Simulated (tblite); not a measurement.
# C5H13BSi2: the cost of one run

The runs use tblite 0.8.0 and PySCF 2.14.0, with density-fitted response routines of our own; the level of theory stands in each step. All values are computed, except where a source is named. Atoms are numbered from 0 throughout.

## (1) The molecule as given

21 atoms, charge 0, multiplicity 1; geometry from: force field or distance geometry start.

Bonds of the start (Å): C0–B1 1.61, B1–C2 1.57, B1–C3 1.61, C3–C4 1.46, C4–C5 1.28, C5–Si6 1.84, Si6–Si7 2.25, Si7–C3 1.86, C0–H8 1.10, C0–H9 1.11, C0–H10 1.11, C2–H11 1.10, C2–H12 1.14, C2–H13 1.10, C3–H14 1.12, C4–H15 1.15, C5–H16 1.13, Si6–H17 1.46, Si6–H18 1.46, Si7–H19 1.46, Si7–H20 1.45.

## (2) Relaxing the molecule with GFN2-xTB

Job settings and geometry (Å):

```
{"job": {"kind": "relax", "xc": "GFN2-xTB", "basis": "xTB"}, "charge": 0, "multiplicity": 1}
C     -1.696500    -1.498900     0.301500
B     -1.094300    -0.054000    -0.068800
C     -2.131500     0.969100    -0.654200
C      0.115500     0.446600     0.870100
C      0.862000    -0.750900     1.237700
C      1.925200    -1.078200     0.604900
Si     2.517200    -0.007200    -0.763700
Si     1.197400     1.655400    -0.030700
H     -1.238900    -2.317200    -0.267100
H     -2.795900    -1.519500     0.134200
H     -1.541400    -1.713400     1.379900
H     -2.301100     0.846500    -1.737100
H     -3.134400     0.733100    -0.167900
H     -1.869200     2.012500    -0.444200
H     -0.354000     0.982300     1.736500
H      0.479700    -1.404000     2.100100
H      2.520900    -1.997000     0.875900
H      2.126400    -0.506000    -2.082400
H      3.929200     0.339000    -0.657100
H      1.947500     2.504000     0.889100
H      0.527300     2.374800    -1.102500
```

Started as:

```bash
$ OMP_NUM_THREADS=1 python probes_run.py task.json out
```

One launch serves the whole session: the jobs run in the order shown.

**Question.** How long does this first job take on 1 thread of Arm Neoverse V2, shared host, and how much memory does it need?

About 1.4 s, with a peak of 0.18 GiB.
